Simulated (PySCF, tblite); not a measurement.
# C2H6BGe radical: geometry, infrared bands and EPR parameters

What infrared bands and EPR parameters should C2H6BGe radical (`[BH2][GeH][CH]=C`) show?

Programs: tblite 0.8.0 and PySCF 2.14.0, with density-fitted response routines of our own. Each step states its level of theory. These are calculated values for one molecule in the gas phase, unless marked as measured. Atoms are numbered from 0 throughout.

## 1. The starting structure

10 atoms, charge 0, multiplicity 2; geometry from: force field or distance geometry start.

Bonds of the start (Å): B0–Ge1 2.02, Ge1–C2 1.93, C2–C3 1.31, B0–H4 1.19, B0–H5 1.17, Ge1–H6 1.55, C2–H7 1.09, C3–H8 1.09, C3–H9 1.10.

## 2. Geometry optimisation with GFN2-xTB

What the job is given:

```
{"job": {"kind": "relax", "xc": "GFN2-xTB", "basis": "xTB"}, "charge": 0, "multiplicity": 2}
B     -1.929200    -0.725600     0.292400
Ge    -0.658600    -0.227900    -1.194000
C      0.739000     0.900900    -0.478400
C      1.542400     0.480100     0.472600
H     -2.696500     0.102100     0.671700
H     -1.583900    -1.510600     1.094600
H     -0.015600    -1.517100    -1.769000
H      0.850200     1.912300    -0.875000
H      2.324900     1.120200     0.870200
H      1.436100    -0.529700     0.892300
```

On the command line:

```
$ OMP_NUM_THREADS=1 python probes_run.py task.json out
```

This one command runs all jobs of the session in turn.

Output:

```text
step      E/eV     max force
  0    -282.16911    1.410
  1    -282.23649    1.077
  2    -282.30886    0.746
  3    -282.34317    0.495
  4    -282.37058    0.491
  5    -282.37943    0.400
  6    -282.38878    0.240
  7    -282.39527    0.258
  8    -282.40348    0.361
  9    -282.41310    0.420
 10    -282.42667    0.419
 11    -282.44277    0.505
 12    -282.45809    0.411
 13    -282.47320    0.374
 14    -282.49189    0.525
 15    -282.51174    0.507
 16    -282.53015    0.407
 17    -282.54432    0.367
 18    -282.55071    0.500
 19    -282.56291    0.394
 20    -282.57769    0.283
 21    -282.59101    0.185
 22    -282.59820    0.273
 23    -282.60362    0.314
 24    -282.61310    0.324
 25    -282.62301    0.221
 26    -282.63129    0.268
 27    -282.63879    0.314
 28    -282.64538    0.386
 29    -282.65458    0.382
 30    -282.67577    0.433
 31    -282.68863    0.432
 32    -282.69943    0.334
 33    -282.70245    0.513
 34    -282.71186    0.209
 35    -282.71536    0.172
 36    -282.71888    0.173
 37    -282.72197    0.229
 38    -282.72873    0.284
 39    -282.73485    0.243
 40    -282.73962    0.154
 41    -282.74180    0.136
 42    -282.74393    0.137
 43    -282.74550    0.124
 44    -282.74773    0.097
 45    -282.74934    0.119
 46    -282.75126    0.105
 47    -282.75231    0.084
 48    -282.75353    0.077
 49    -282.75466    0.086
 50    -282.75578    0.084
 51    -282.75668    0.089
 52    -282.75757    0.093
 53    -282.75864    0.102
 54    -282.75986    0.102
 55    -282.76072    0.073
 56    -282.76117    0.060
 57    -282.76152    0.062
 58    -282.76208    0.069
 59    -282.76315    0.132
 60    -282.76488    0.129
 61    -282.76710    0.126
 62    -282.76889    0.111
 63    -282.77047    0.106
 64    -282.77206    0.124
 65    -282.77433    0.139
 66    -282.77675    0.175
 67    -282.77951    0.174
 68    -282.78268    0.199
 69    -282.78987    0.239
 70    -282.79805    0.265
 71    -282.80169    0.574
 72    -282.81124    0.249
 73    -282.81488    0.160
 74    -282.81934    0.236
 75    -282.82759    0.362
 76    -282.83305    0.344
 77    -282.84357    0.343
 78    -282.84849    0.356
 79    -282.85726    0.210
 80    -282.86302    0.180
 81    -282.86713    0.269
 82    -282.87465    0.329
 83    -282.88100    0.310
 84    -282.88442    0.170
 85    -282.88755    0.236
 86    -282.89173    0.158
 87    -282.89731    0.192
 88    -282.90143    0.179
 89    -282.90431    0.276
 90    -282.90823    0.133
 91    -282.91156    0.104
 92    -282.91548    0.106
 93    -282.91671    0.110
 94    -282.91786    0.100
 95    -282.91848    0.078
 96    -282.91938    0.066
 97    -282.92064    0.070
 98    -282.92181    0.112
 99    -282.92217    0.177
100    -282.92302    0.113
101    -282.92347    0.072
102    -282.92396    0.037
103    -282.92439    0.046
104    -282.92466    0.057
105    -282.92489    0.058
106    -282.92515    0.051
107    -282.92542    0.046
108    -282.92575    0.049
109    -282.92617    0.059
110    -282.92667    0.071
111    -282.92723    0.067
112    -282.92783    0.053
113    -282.92829    0.045
114    -282.92851    0.029
115    -282.92858    0.013
116    -282.92860    0.008
```

It took 0.34 s on 1 thread of Arm Neoverse V2, shared host.

The steps of the relaxation: (not every step is listed)

| step | energy from step 0 (eV) | largest force (eV/Å) |
| --- | --- | --- |
| 0 | 0.0000 | 1.4103 |
| 1 | -0.0674 | 1.0767 |
| 2 | -0.1397 | 0.7455 |
| 3 | -0.1741 | 0.4946 |
| 4 | -0.2015 | 0.4907 |
| 5 | -0.2103 | 0.3999 |
| 6 | -0.2197 | 0.2401 |
| 7 | -0.2262 | 0.2578 |
| 8 | -0.2344 | 0.3607 |
| 18 | -0.3816 | 0.5004 |
| 28 | -0.4763 | 0.3865 |
| 38 | -0.5596 | 0.2844 |
| 48 | -0.5844 | 0.0773 |
| 58 | -0.5930 | 0.0691 |
| 68 | -0.6136 | 0.1993 |
| 78 | -0.6794 | 0.3559 |
| 88 | -0.7323 | 0.1793 |
| 98 | -0.7527 | 0.1118 |
| 108 | -0.7566 | 0.0488 |
| 111 | -0.7581 | 0.0665 |
| 112 | -0.7587 | 0.0532 |
| 113 | -0.7592 | 0.0453 |
| 114 | -0.7594 | 0.0287 |
| 115 | -0.7595 | 0.0134 |
| 116 | -0.7595 | 0.0083 |

Distances of close pairs at the start and the end, largest changes first:

| bond | before (Å) | after (Å) | change (Å) |
| --- | --- | --- | --- |
| B0–Ge1 | 2.018 | 1.935 | -0.083 |
| B0–H4 | 1.191 | 1.170 | -0.021 |
| C3–H9 | 1.099 | 1.079 | -0.019 |
| C2–C3 | 1.314 | 1.331 | +0.017 |
| Ge1–H6 | 1.551 | 1.538 | -0.013 |
| Ge1–C2 | 1.934 | 1.942 | +0.008 |
| C2–H7 | 1.092 | 1.085 | -0.007 |
| C3–H8 | 1.086 | 1.080 | -0.006 |

The final coordinates are the input of the step that follows.

## 3. Harmonic vibrations with GFN2-xTB

What the job is given:

```
{"job": {"kind": "ir", "xc": "GFN2-xTB", "basis": "xTB"}, "charge": 0, "multiplicity": 2}
B     -2.400330    -0.693068     0.057755
Ge    -0.472464    -0.706194    -0.102921
C      0.745802     0.793864     0.090596
C      2.069814     0.729547    -0.028409
H     -2.935711     0.319549     0.295764
H     -3.011084    -1.679576    -0.081658
H      0.448946    -1.898973    -0.408457
H      0.289379     1.752476     0.315589
H      2.710634     1.591065     0.089578
H      2.563897    -0.204036    -0.250366
```

Output:

```text
mode    cm-1     km/mol
  1      64.0      0.64
  2     106.5      3.50
  3     217.9      4.04
  4     280.8      4.09
  5     348.2      6.75
  6     466.2      2.78
  7     530.8     34.31
  8     638.3     31.34
  9     651.9     68.86
 10     659.8      1.14
 11     718.8     62.42
 12     886.3     14.76
 13     987.2     14.12
 14    1006.8     11.59
 15    1125.4     62.15
 16    1248.0      8.83
 17    1392.1      4.19
 18    1594.4     17.77
 19    1766.3    572.98
 20    2615.6    155.29
 21    2661.9    127.27
 22    2996.6     52.59
 23    3058.8     24.34
 24    3084.2     46.52
```

Run time: 0.13 s. Hardware: 1 thread of Arm Neoverse V2, shared host.

Which atoms move in the most intense modes:

| cm⁻¹ | km/mol | atoms |
| --- | --- | --- |
| 652 | 68.9 | H4 40 %, H5 37 %, B0 21 % |
| 719 | 62.4 | H6 53 %, H5 18 %, H4 14 % |
| 1125 | 62.1 | H4 44 %, H5 43 %, B0 12 % |
| 1766 | 573.0 | H6 98 % |
| 2616 | 155.3 | H4 62 %, H5 34 % |
| 2662 | 127.3 | H5 58 %, H4 31 %, B0 11 % |
| 2997 | 52.6 | H7 92 % |
| 3084 | 46.5 | H9 67 %, H8 23 % |

## 4. g tensor and hyperfine couplings: B3LYP/def2-TZVP-core+pcH-1

Settings changed since step 3:

```diff
@@ -1,2 +1,2 @@
-{"job": {"kind": "ir", "xc": "GFN2-xTB", "basis": "xTB"}, "charge": 0, "multiplicity": 2}
+{"job": {"kind": "epr", "basis": "pcH-1"}, "charge": 0, "multiplicity": 2}
 B     -2.400330    -0.693068     0.057755
```

With the program's defaults for keys left out, this is: UKS B3LYP, def2-TZVP-core on Ge, pcH-1 on B C H, non-relativistic, mean-field spin-orbit, GIAO.

Output:

```text
UKS, coarse grid
  cycle   1  E = -2181.56321618  |g| = 1.34e+00
  cycle   2  E = -2181.48409043  |g| = 9.61e-01
  cycle   3  E = -2181.63357727  |g| = 3.93e-01
  cycle   4  E = -2181.66863585  |g| = 3.75e-02
  cycle   5  E = -2181.66906764  |g| = 2.76e-02
  cycle   6  E = -2181.66949025  |g| = 4.22e-03
  cycle   7  E = -2181.66950277  |g| = 2.01e-03
  cycle   8  E = -2181.66950355  |g| = 9.17e-04
UKS, final grid
  cycle   1  E = -2181.66949562  |g| = 1.06e-03
  cycle   2  E = -2181.66949511  |g| = 1.60e-03
  cycle   3  E = -2181.66949644  |g| = 2.04e-04
  cycle   4  E = -2181.66949650  |g| = 1.59e-04
  cycle   5  E = -2181.66949656  |g| = 8.23e-05
  cycle   6  E = -2181.66949658  |g| = 3.28e-05
  cycle   7  E = -2181.66949658  |g| = 1.15e-05
E = -2181.66949658 Eh   <S^2> = 0.7554 (exact 0.7500)
g shifts (ppm)      1          2          3
  rmc          -107       -107       -107
  gc             -5         33         31
  oz_so         129       2436      10391
  total          17       2362      10315
hyperfine (MHz)  atom isotope    a_iso     a_fc   dipolar eigenvalues
    0   11B       9.24       9.99    -16.02    -15.30     31.32
    1  73Ge      -9.52     -11.46    -49.24     23.85     25.39
    2   13C     -17.00     -17.17     -8.86      3.20      5.66
    3   13C      13.21      13.33    -13.17    -12.36     25.54
    4    1H     -19.51     -19.33     -9.01      0.31      8.70
    5    1H     -19.79     -19.62     -8.98      0.27      8.70
    6    1H     -24.67     -24.84     -6.76      0.94      5.82
    7    1H       3.86       3.82     -2.17     -1.91      4.08
    8    1H     -12.03     -12.02     -6.45     -0.55      7.00
    9    1H     -10.55     -10.53     -4.09     -1.08      5.17
```

It took 57 s on 1 thread of Arm Neoverse V2, shared host; peak memory 0.94 GiB.

Principal g values 2.00234, 2.00468, 2.01263; g(iso) = 2.00655, against 2.00232 for a free electron.

Hyperfine couplings; where a row names several nuclei, a(iso) is their mean (it holds for fast rotation or exchange) and the dipolar term the largest among them:

| nuclei | isotope | a(iso) (MHz) | a(iso) (G, at g = 2.0023) | largest dipolar term (MHz) |
| --- | --- | --- | --- | --- |
| H6 | 1H | -24.7 | -8.8 | -6.8 |
| H4, H5 | 1H | -19.7 | -7.0 | -9.0 |
| C2 | 13C | -17.0 | -6.1 | -8.9 |
| C3 | 13C | 13.2 | 4.7 | 25.5 |
| H8 | 1H | -12.0 | -4.3 | 7.0 |
| H9 | 1H | -10.5 | -3.8 | 5.2 |
| Ge1 | 73Ge | -9.5 | -3.4 | -49.2 |
| B0 | 11B | 9.2 | 3.3 | 31.3 |
| H7 | 1H | 3.9 | 1.4 | 4.1 |

Mulliken spin populations:

| atom | value (e) |
| --- | --- |
| B0 | 0.35 |
| Ge1 | 0.64 |
| C2 | -0.09 |
| C3 | 0.17 |
| H4 | -0.02 |
| H5 | -0.02 |
| H6 | -0.02 |
| H7 | 0.00 |
| H8 | -0.01 |
| H9 | -0.01 |

In first order the couplings over 0.8 MHz of 1H, 11B give 192 distinct lines over 42.2 G, if the averaged nuclei exchange fast.

The fields below are evaluated on a grid from the run's orbitals.

ELF in a plane through or near 10 of the atoms.

Ten even steps from '0' (0.00) to '9' (1.00):
```
0000000000000000000000000000
0000000000000000000000000000
0000000000000000000000000000
0000000000011000000000000000
0000000000488500003774000000
0000000001999920029999600000
0000058301899920039999710000
0000599931699710029999500000
0000799976662752456575210000
0000599931824821274737762000
0000135622757536457249996100
0000002898313255627699998100
0000005999402632133289996000
0000006999207999620039971000
0000002884019999930002210000
0000000000029999920000000000
0000000000017999710000000000
0000000000001354100000000000
0000000000000000000000000000
0000000000000000000000000000
```
The map spans 12.0 Å across and 9.2 Å up, centred on the molecule. Atoms in the plane (x, y in Å): B0 (2.5, 0.2), Ge1 (0.7, -0.5), C2 (-1.0, 0.5), C3 (-2.2, 0.0), H4 (2.7, 1.3), H5 (3.4, -0.6), H6 (0.2, -2.0), H7 (-0.9, 1.6), H8 (-3.1, 0.6), H9 (-2.3, -1.1).

On the surface of density 0.002 e/bohr³ the electrostatic potential runs, from the 1st to the 99th percentile, from -0.46 to 0.97 V.

The spin density lies nearest to Ge1 40 %; B0 27 %; C3 10 %.

## 5. What came out

| quantity | value |
| --- | --- |
| strongest single infrared mode (GFN2-xTB) | 1766 cm⁻¹, 573 km/mol |
| zero-point energy (GFN2-xTB) | 41.6 kcal/mol |
| g(iso) (B3LYP) | 2.00655 |
| ⟨S²⟩ | 0.755 (exact 0.75) |
| largest a(iso) (averaged by class) | 1H on H6, -24.7 MHz |
| surface potential, 1st and 99th percentile | -0.46 V and 0.97 V |

**Reading.** The optimisation took 116 steps and gained 0.759 eV; among the close pairs (by a distance rule), B0–Ge1 changed most, from 2.018 to 1.935 Å. No mode is imaginary among the 24: a minimum at this level. The strongest single mode, at 1766 cm⁻¹, moves mainly H6. GFN2-xTB is a fitted tight-binding method: band positions and strengths are rough. Its intensities can rank the bands wrongly. Ge1 carries the largest spin population, 0.64 e. The isotropic g lies 4.2 ppt above the free-electron value. The hyperfine terms hold no scalar relativity, which the heavier nuclei need.
